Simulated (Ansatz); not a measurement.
**Barium, diamond under r²SCAN: structure, energy and stiffness**

The plan for barium in the diamond structure: relax it, solve it on a dense k-mesh, switch on spin-orbit coupling, then scale the cell to 7 volumes from 88 to 112 % of the relaxed one and try a fit of the equation of state. The k-meshes are 6×6×6 for the relaxation; 12×12×12 for the dense run; 7×7×7 for spin-orbit coupling; 8×8×8 for the volumes.

This is Ba in the diamond structure; at room conditions it is bcc.

Computed with Ansatz 0.2.0 (DFT r2SCAN, plane waves (500 eV) with PAW, scalar-relativistic; the PAW data stem from PBE, with regenerated cores, unless a step says otherwise).

## Step 1: The starting structure

The structure is cubic, space group Fd-3m (No. 227). The conventional cell has a = 8.772 Å, b = 8.772 Å, c = 8.772 Å, α = 90.00°, β = 90.00°, γ = 90.00°. Around Ba (site symmetry -43m) lie 4 Ba at 3.80 Å.

Coordinates:

```cif
data_structure
_symmetry_space_group_name_H-M 'Fd-3m:1'
_symmetry_Int_Tables_number 227
_cell_length_a 8.7721
_cell_length_b 8.7721
_cell_length_c 8.7721
_cell_angle_alpha 90.000
_cell_angle_beta 90.000
_cell_angle_gamma 90.000
_cell_volume 675.00
loop_
_atom_site_label
_atom_site_type_symbol
_atom_site_symmetry_multiplicity
_atom_site_Wyckoff_symbol
_atom_site_fract_x
_atom_site_fract_y
_atom_site_fract_z
_atom_site_occupancy
Ba1 Ba 8 b 0.75000 0.75000 0.75000 1
```

## Step 2: Relaxation of the cell

The input, input.yaml:

```yaml
crystal:
  lattice:
    - [0.0, 4.3860266073, 4.3860266073]
    - [4.3860266073, 0.0, 4.3860266073]
    - [4.3860266073, 4.3860266073, 0.0]
  atoms:
    - { symbol: Ba, position: [0.125, 0.125, 0.125] }
    - { symbol: Ba, position: [0.875, 0.875, 0.875] }
hamiltonian:
  xc: r2scan
  pseudopotentials:
    kind: paw
    azcp:
      Ba: "pseudopotentials/Ba.paw.azcp"
basis:
  ecutwfc: 500
  fft_grid_basis: typed
kpoints:
  mp_grid: { grid: [6, 6, 6], shift: [0, 0, 0] }
magnetization:
  spin_polarized: false
scf:
  occupations: { method: fermi_dirac, width: 0.1 }
relax:
  max_steps: 60
  f_tol: 0.01
  cell: {}
```

On the command line:

```sh
> ansatz run input.yaml --threads 1 --pin off --max-ram 3584MiB --backend cpu --events-out ev --progress --plain --runs-dir out
```

After this run come: Dense single point; Spin-orbit coupling switched on; Equation of state: 88 %; Equation of state: 92 %; Equation of state: 96 %; Equation of state: 100 %; Equation of state: 104 %; Equation of state: 108 %; Equation of state: 112 %.

Q: Predict the outcome of this session. Wanted: space group; conventional cell; volume; shortest distance; gap on the mesh; relative to bcc; V₀, B₀, B₀′.

As calculated:

| quantity | value |
| --- | --- |
| space group (spins left aside) | Fd-3m (No. 227) |
| conventional cell | a = 7.584 Å |
| volume | 54.529 Å³/atom |
| shortest distance | 3.284 Å |
| gap on the mesh | none (levels filled in part) |
| relative to bcc | +858 meV/atom |
| V₀, B₀, B₀′ | 54.132 Å³/atom, 13.0 GPa, 6.4 |

What this shows: From the guessed start the volume shrank by 35.4 % in 8 steps. It lies 858 meV/atom above the element's reference form at the same level (bcc, from a run of its own), so it is far from stable. No gap shows: it is a metal or semimetal at this level. The total energy of the spin-orbit run lies +13.4 eV/atom from the scalar one, but the two kinds of run don't share a zero of energy: only differences within one kind count. B₀ comes out at 13.0 GPa, a soft solid. The symmetry was held, so the structure may be unstable against distortions that break it.
